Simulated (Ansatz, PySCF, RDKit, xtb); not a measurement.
# Solving GeSiH6O, step by step

Task: start from the formula GeSiH6O, draw up candidate structures, narrow them down in stages, and characterise the one that lies lowest at 298.15 K.

The funnel: GFN2-xTB relaxations, single points with a density functional, relaxations at B3LYP/6-31G*, harmonic vibrations, and a last energy at a higher level. All values are calculated.

7 further runs of the same task are left out: 7 set aside as unsound or not needed.

## (1) Possible bonding patterns

All bonding patterns within simple valence rules are listed by program: one Lewis structure each, at most two rings and one unusual centre or charged pair. O–O, O–halogen and N–halogen bonds and N–N–N chains are not drawn. That gives 7 candidates.

| label | SMILES | spin |
| --- | --- | --- |
| c016 | O[SiH2][GeH3] | singlet |
| c082 | [SiH3][O][GeH3] | singlet |
| c230 | [OH2+][GeH-][SiH3] | singlet |
| c493 | [SiH3][OH+][GeH2-] | singlet |
| c705 | [OH][GeH2][SiH3] | singlet |
| c826 | [SiH2-][OH+][GeH3] | singlet |
| c844 | [OH2+][SiH-][GeH3] | singlet |

Candidates are built by distance geometry, with a force field where one applies, in up to four conformers (letters a to d). 15 starts with atoms placed at random are added, to find patterns that the rules miss.

Q: Predict the outcome of this search (final energies at CCSD(T)/def2-TZVP).

| quantity | value |
| --- | --- |
| lowest structure found | [SiH3][O][GeH3], singlet, Cs |
| next finalist | O[SiH2][GeH3], singlet, 9.4 kcal/mol higher in G |
| share at equilibrium, among the finalists | 100.0 % |
| harmonic wavenumbers, lowest and highest (B3LYP/6-31G*) | 54 and 2266 cm⁻¹ |
| rotational constants, same geometry | 0.8947, 0.06924, 0.06745 cm⁻¹ |
| dipole moment (PBE0/def2-TZVPD) | 1.30 D |
| HOMO energy (PBE0/def2-TZVPD) | -8.48 eV |
| LUMO energy (PBE0/def2-TZVPD) | -0.54 eV |
| HOMO–LUMO gap (PBE0/def2-TZVPD) | 7.94 eV |
| lowest excitation (TD-CAM-B3LYP/def2-SVPD) | 6.83 eV (f = 0.001) |
| strongest of the states computed, same level | 8.31 eV (f = 0.109) |
| lowest triplet excitation, same level, Tamm-Dancoff | 6.44 eV |
| vertical ionisation energy | 10.48 eV |
| vertical electron affinity | -0.86 eV (unbound: the value depends on the basis) |
| vertical triplet less singlet | +6.16 eV |

The search ends on `[SiH3][O][GeH3]`. Among the finalists first place is clear (9.4 kcal/mol); structures outside the list aren't covered. GFN2-xTB, HF/STO-3G, r2SCAN-D4/def2-SVP, B3LYP/6-31G*, HF/def2-TZVP and MP2/def2-TZVP already put its bonding pattern lowest among the structures in one piece. Lowest found is not proven lowest: the search is finite, and each finalist counts with one conformer. Patterns outside the rules of the enumeration were met only by chance.
